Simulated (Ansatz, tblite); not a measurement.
# The cluster Ge₂S₄−: one state, many levels

How do method and basis change the picture of the cluster Ge₂S₄− (doublet)?

Method: as each input shows; program: Ansatz 0.2.0, Gaussian basis.

Plan: GFN1-xTB, GFN2-xTB, PBE-D4/def2-TZVPD, r2SCAN-D4/def2-TZVPD, r2SCANh-D4/def2-TZVPD, r2SCAN0-D4/def2-TZVPD, BLYP-D4/def2-TZVPD, HF/STO-3G, MP2/def2-TZVPD, RPA/def2-TZVPD.

2 further runs of the same task are left out: 2 set aside as unsound or not needed. Runs told in other sessions of the task aren't counted.

## (1) The relaxed structure

The doublet was relaxed beforehand with PBE-D4/def2-SVPD. At that level it is the lowest of the isomers that a small search found.

6 atoms, charge -1, spin multiplicity 2.

Bond lengths: Ge1–S4 2.080 Å, Ge1–S5 2.200 Å, Ge1–S6 2.200 Å, Ge2–S3 2.131 Å, Ge2–S5 2.435 Å, Ge2–S6 2.436 Å. Angles: S4–Ge1–S5 129.0°, S4–Ge1–S6 129.0°, S5–Ge1–S6 102.0°, S3–Ge2–S5 117.0°, S3–Ge2–S6 117.0°, S5–Ge2–S6 89.2°, Ge1–S5–Ge2 84.2°, Ge1–S6–Ge2 84.2°.

As a file:

```xyz
6
Ge2S4
Ge    0.22652    1.00471   -0.97464
Ge    0.03011   -0.83603    1.52811
S    -0.86662   -2.74270    1.84609
S     0.42143    2.31636   -2.57752
S    -1.36990    0.89195    0.53536
S     1.55845   -0.63428   -0.35740
```

The ion is computed in the gas phase, without counter-ions or solvent.

PBE0-D4/def2-TZVPD was run before; its log isn't repeated, and its numbers join the tables.

## (2) GFN1-xTB

Tight binding, by tblite at 300 K electronic temperature and without a spin-polarisation term:

```python
tblite.interface.Calculator('GFN1-xTB', numbers, positions, charge=-1, uhf=1).singlepoint()
```

Energy -504.1118 eV; 0.007 s.

## (3) GFN2-xTB

Tight binding, by tblite at 300 K electronic temperature and without a spin-polarisation term:

```python
tblite.interface.Calculator('GFN2-xTB', numbers, positions, charge=-1, uhf=1).singlepoint()
```

Energy -471.0047 eV; 0.009 s.

## (4) PBE-D4/def2-TZVPD

start.molden holds the orbitals of an earlier run on this state, given as this run's starting guess.

File in.yaml:

```yaml
crystal:
  periodic: [false, false, false]
  atoms:
    - {symbol: Ge, position_ang: [0.226523, 1.004707, -0.974639]}
    - {symbol: Ge, position_ang: [0.030112, -0.836035, 1.528107]}
    - {symbol: S, position_ang: [-0.866624, -2.742702, 1.846091]}
    - {symbol: S, position_ang: [0.421432, 2.316360, -2.577523]}
    - {symbol: S, position_ang: [-1.369895, 0.891954, 0.535365]}
    - {symbol: S, position_ang: [1.558453, -0.634284, -0.357401]}
basis:
  gaussian: {orbitals: def2-TZVPD, initial_orbitals: start.molden}
total_charge: -1
magnetization: {spin_polarized: true, initial_magnetization: 1}
hamiltonian: {xc: pbe, dispersion: d4}
scf: {omitted_lower_state_checks: [starts]}
output: {forces: true, orbitals: {seedname: orbitals}}
```

Started as:

```sh
> ansatz run in.yaml --threads 4 --pin off --events-out ev --progress --plain --max-ram 4787MiB
```

The runs that follow: r2SCAN-D4/def2-TZVPD; r2SCANh-D4/def2-TZVPD; r2SCAN0-D4/def2-TZVPD; BLYP-D4/def2-TZVPD; HF/STO-3G; MP2/def2-TZVPD; RPA/def2-TZVPD.

Q: Predict the results of all the runs planned. Wanted: gap in def2-TZVPD, named functionals, smallest and largest; correlation energy, MP2/def2-TZVPD; ⟨S²⟩ in def2-TZVPD, named functionals, smallest and largest.

As calculated:

```
                                                   quantity                                    value
 gap in def2-TZVPD, named functionals, smallest and largest  0.60 eV (BLYP-D4), 2.82 eV (r2SCAN0-D4)
                         correlation energy, MP2/def2-TZVPD                                -31.31 eV
⟨S²⟩ in def2-TZVPD, named functionals, smallest and largest                             0.752, 0.763
```

**Reading.** Orbital gaps of the named functionals in def2-TZVPD span 0.60 eV (BLYP-D4) to 2.82 eV (r2SCAN0-D4); exact exchange widens it. Over the named functionals in def2-TZVPD spin contamination reaches 0.01 (r2SCAN0-D4), which is small.

The anion's highest level is positive in at least one run, so there the basis alone may hold the extra electron.
